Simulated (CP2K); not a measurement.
Runs of CP2K 2026.2 on MoSe. Symmetry: Fm-3m, No. 225, cubic system. The conventional cell has a = 5.786 Å, b = 5.786 Å, c = 5.786 Å, α = 90.00°, β = 90.00°, γ = 90.00°. Mo (site symmetry m-3m) is surrounded by 6 Se at 2.89 Å. Around Se (site symmetry m-3m) lie 6 Mo at 2.89 Å. The cell was built by a generator and needn't be a form met in nature.

```tsv
level	cutoff radius of the dispersion sum (A)	gap on the mesh (eV)	pressure (GPa)	relaxed volume (Å³/atom)
PBE+D3	20	none	0.2	(a)
PBE+D3(BJ)	20	none	0.2	17.41
PBE+D4	20	none	0.2	(b)
PBE+D2	20	none	0.2	17.36
PBE	-	none	0.2	18.07
```

Alike in all rows: task relaxation of cell and atoms; potentials or basis POTENTIAL_UZH Mo GTH-PBE-q14, Se GTH-PBE-q6; DZVP-MOLOPT-PBE-GTH basis; no spin polarisation; cell relaxed; k mesh 6 × 6 × 6; smearing fermi-dirac 0.05 eV.

Problem. Estimate the missing entries.

Solution. (a) 17.66; (b) 17.49.

Caveats: the volume moved by over 15 % at a fixed basis, so the end points are rough; the basis of atomic orbitals isn't converged, which shifts pressures, moduli and gaps; the real-space grid breaks the cell's symmetry a little; pairwise dispersion overbinds metals, which lowers pressure and volume (some runs).

A k mesh can miss the band edges, and the runs leave out spin-orbit coupling on Mo, Se.

A gap of «none» marks a metal or a gap under the smearing width.
